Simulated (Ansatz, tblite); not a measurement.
**The cluster Be₄Te₄: which isomer is lowest**

The task here is to estimate one member of a computed series from the others.

Program: Ansatz 0.2.0, Gaussian basis. Level of theory: relaxed with B3LYP-D4/def2-SVP, singlet. These are calculated values, not measurements.

2 further runs of the same task are left out: 2 set aside as unsound or not needed.

## Starting geometry

8 atoms, charge 0, spin multiplicity 1.

Atoms are counted from 1 here; the program's logs count them from 0.

Bond lengths: Be1–Te5 2.422 Å, Be1–Te6 2.422 Å, Be1–Te8 2.422 Å, Be2–Te6 2.422 Å, Be2–Te7 2.422 Å, Be2–Te8 2.422 Å, Be3–Te5 2.423 Å, Be3–Te7 2.422 Å, Be3–Te8 2.422 Å, Be4–Te5 2.422 Å, Be4–Te6 2.422 Å, Be4–Te7 2.422 Å. Angles: Te5–Be1–Te6 104.6°, Te5–Be1–Te8 104.6°, Te6–Be1–Te8 104.6°, Te6–Be2–Te7 104.6°, Te6–Be2–Te8 104.6°, Te7–Be2–Te8 104.6°, Te5–Be3–Te7 104.6°, Te5–Be3–Te8 104.6°, Te7–Be3–Te8 104.6°, Te5–Be4–Te6 104.6°, Te5–Be4–Te7 104.6°, Te6–Be4–Te7 104.7°, Be1–Te5–Be3 73.2°, Be1–Te5–Be4 73.1°, Be3–Te5–Be4 73.1°, Be1–Te6–Be2 73.1°, Be1–Te6–Be4 73.1°, Be2–Te6–Be4 73.1° and more.

Geometry (Å):

```xyz
8
charge 0, multiplicity 1
Be   -0.89866    1.39488   -0.60872
Be    0.98903   -0.67465   -1.29803
Be   -1.13440   -1.22765    0.57438
Be    1.04380    0.50707    1.33222
Te   -1.31374    0.89682    1.72464
Te    1.50711    1.63014   -0.76291
Te    1.19328   -1.85281    0.80837
Te   -1.38642   -0.67379   -1.76995
```

Te takes a core potential in the def2 sets. No spin-orbit coupling is included.

A search from random starts with GFN1-xTB found 8 distinct shapes; 3 go on here. The structure above is candidate A, which lies 0.00 eV above the lowest at that level; B lies 1.47 eV above the lowest at that level; C lies 1.77 eV above the lowest at that level.

The first run:

in.yaml reads:

```yaml
crystal:
  periodic: [false, false, false]
  atoms:
    - {symbol: Be, position_ang: [-0.898660, 1.394880, -0.608720]}
    - {symbol: Be, position_ang: [0.989030, -0.674650, -1.298030]}
    - {symbol: Be, position_ang: [-1.134400, -1.227650, 0.574380]}
    - {symbol: Be, position_ang: [1.043800, 0.507070, 1.332220]}
    - {symbol: Te, position_ang: [-1.313740, 0.896820, 1.724640]}
    - {symbol: Te, position_ang: [1.507110, 1.630140, -0.762910]}
    - {symbol: Te, position_ang: [1.193280, -1.852810, 0.808370]}
    - {symbol: Te, position_ang: [-1.386420, -0.673790, -1.769950]}
basis:
  gaussian: {orbitals: def2-SVP}
hamiltonian: {xc: {name: B3LYP}, dispersion: d4}
scf: {lower_state_search: "off"}
output: {orbitals: {seedname: orbitals}}
relax: {f_tol: 0.02, max_steps: 100}
```

The run is started by

```bash
ansatz run in.yaml --threads 4 --pin off --events-out ev --progress --plain --max-ram 8704MiB
```

Steps of the session up to this table: Relaxing candidate A; Relaxing candidate B; Relaxing candidate C; Candidate B, PBE0-D4/def2-TZVP; Candidate B, PBE-D4/def2-TZVP; Candidate B, r2SCAN-D4/def2-TZVP; Candidate B, PBE-QIDH/def2-TZVP; Candidate B, LDA/def2-TZVP; Candidate B, CCSD(T)/def2-SVP; Candidate C, PBE0-D4/def2-TZVP; Candidate C, PBE-D4/def2-TZVP; Candidate C, r2SCAN-D4/def2-TZVP; Candidate C, PBE-QIDH/def2-TZVP; Candidate C, LDA/def2-TZVP; Candidate C, CCSD(T)/def2-SVP.

One of the session's tables, all rows but one given; the rest of the session is left out.

It belongs to the step «C against A». 

```
             method  C above A (kcal/mol)
           GFN1-xTB                  32.7
           GFN2-xTB                   6.2
        HF/def2-SVP                  -9.3
      LDA/def2-TZVP                  31.1
   PBE-D4/def2-TZVP                  27.4
r2SCAN-D4/def2-TZVP                  19.3
  PBE0-D4/def2-TZVP                  26.9
 PBE-QIDH/def2-TZVP                  25.1
       MP2/def2-SVP                  13.0
      CCSD/def2-SVP                     ?
   CCSD(T)/def2-SVP                   7.8
```

**Question.** Estimate the row for CCSD/def2-SVP.

**Answer.** C above A (kcal/mol): 5.5. In the column «C above A (kcal/mol)» it lies between HF/def2-SVP (-9.3) and GFN2-xTB (6.2).

Caveats from the session: The search was small, so a lower isomer may exist. Only singlets are compared; another spin may lie lower and prefer another shape.
